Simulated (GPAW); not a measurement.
VGe3, 8 atoms in the cell. Symmetry: Pm-3n, No. 223, cubic system. The conventional cell has a = 4.768 Å, b = 4.768 Å, c = 4.768 Å, α = 90.00°, β = 90.00°, γ = 90.00°. Ge (site symmetry -4m2) is surrounded by 2 Ge at 2.38 Å and 4 V at 2.67 Å. V (site symmetry m-3) is surrounded by 12 Ge at 2.67 Å. 

| Quantity | Value |
| --- | --- |
| Program | GPAW 26.7.0 |
| Task | relaxation of cell and atoms |
| Functional | PBEsol |
| Potentials or basis | PAW data sets generated in the run's folder for this functional |
| Cutoff | 600 eV |
| Basis | pw |
| k mesh | 4 × 4 × 4 |
| Occupations | fermi-dirac, width 0.05 eV |
| Spin | collinear spin, ferromagnetic start |
| Starting moments | [0.0, 0.0, 0.0, 0.0, 0.0, 0.0, 2.0, 2.0] μB |
| Target pressure | 10 GPa |
| Maxiter | 150 |
| Optimizer | BFGS |
| Fmax | 0.02 eV/Å |
| Max steps | 60 |
| Target pressure | 10 GPa |
| Convergence | density=1e-05 forces=0.0001 |

Potentials or basis: PAW data sets generated in the run's folder for this functional, pw.

Run with:

```bash
$ gpaw-setup -f PBEsol Ge V
$ OMP_NUM_THREADS=1 python run.py
```

Hardware: 1 thread of Arm Neoverse V1, with other jobs on the host.

Task: How long does it take, and how much memory?

Result: It took 6.3 min on 1 thread of Arm Neoverse V1, on a shared host, peak memory 0.36 GiB. Counts: scf iterations 53, plane waves 3695, bands 47, k points 11, ion steps 4.
